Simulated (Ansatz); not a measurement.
**LaBi: pressure up to the limit of the methods**

An exercise on one series of results from a longer session: the logs are not shown, and one member is left open.

The COD entry's cell or inner coordinates are ideal or old and differ from later refinements, so a difference from it is no clean test against experiment.

Computed with Ansatz 0.2.0 (DFT, r2SCAN, PAW with Ansatz's default frozen-core files, scalar-relativistic, unless a step's input says otherwise).

### The starting structure

Symmetry: Fm-3m, No. 225, cubic system. The conventional cell has a = 6.565 Å, b = 6.565 Å, c = 6.565 Å, α = 90.00°, β = 90.00°, γ = 90.00°. Around La (site symmetry m-3m) lie 6 Bi at 3.28 Å. Bi (site symmetry m-3m) has 6 La at 3.28 Å as nearest neighbours.

As a file:

```xyz
2
Lattice="0.0000 3.2825 3.2825 3.2825 0.0000 3.2825 3.2825 3.2825 0.0000" Properties=species:S:1:pos:R:3 pbc="T T T"
La    0.0000    0.0000    0.0000
Bi    3.2825    3.2825    3.2825
```

Whether this phase is the stable one at these pressures isn't tested.

Atoms are numbered in the order of the input: La1, Bi2.

Set-up of the first run:

input.yaml reads:

```yaml
crystal:
  lattice:
    - [0.0, 3.2825, 3.2825]
    - [3.2825, 0.0, 3.2825]
    - [3.2825, 3.2825, 0.0]
  atoms:
    - { symbol: La, position: [0.0, 0.0, 0.0] }
    - { symbol: Bi, position: [0.5, 0.5, 0.5] }
kpoints:
  mp_grid: { grid: [10, 10, 10] }
scf:
  occupations: { method: fermi_dirac, width: 0.05 }
hamiltonian:
  xc: r2scan
  pseudopotentials: { kind: paw }
output:
  forces: true
  stress: true
relax:
  f_tol: 0.01
  max_steps: 30
```

Command:

```bash
> ansatz run input.yaml --threads 1 --pin off --max-ram 2048MiB --backend cpu --events-out ev --progress --plain --runs-dir out
```

Among the steps run: Atoms relaxed at the given volume, PAW; Volume scaled by 1, PAW; Atoms relaxed at 0.75 of the volume, PAW; Volume scaled by 0.75, PAW; Atoms relaxed at 0.65 of the volume, PAW; Volume scaled by 0.65, PAW; Atoms relaxed at 0.45 of the volume, PAW; Volume scaled by 0.45, PAW.

One of the session's tables, all rows but one given; the rest of the session is left out.

| method | volume over the first | volume (Å³/atom) | pressure (GPa) |
| --- | --- | --- | --- |
| PAW | 1 | 35.368 | 2.44 |
| PAW | 0.75 | 26.526 | 33.22 |
| PAW | 0.65 | ? | ? |
| PAW | 0.45 | 15.916 | 232.18 |

**Question.** Estimate the row for PAW, 0.65.

**Answer.** volume (Å³/atom): 22.989; pressure (GPa): 63.29. In the column «volume (Å³/atom)» it lies between PAW, 0.45 (15.916) and PAW, 0.75 (26.526).

To keep in mind: Warnings in the runs' records: stress scf threshold loose, gradients without spin orbit.
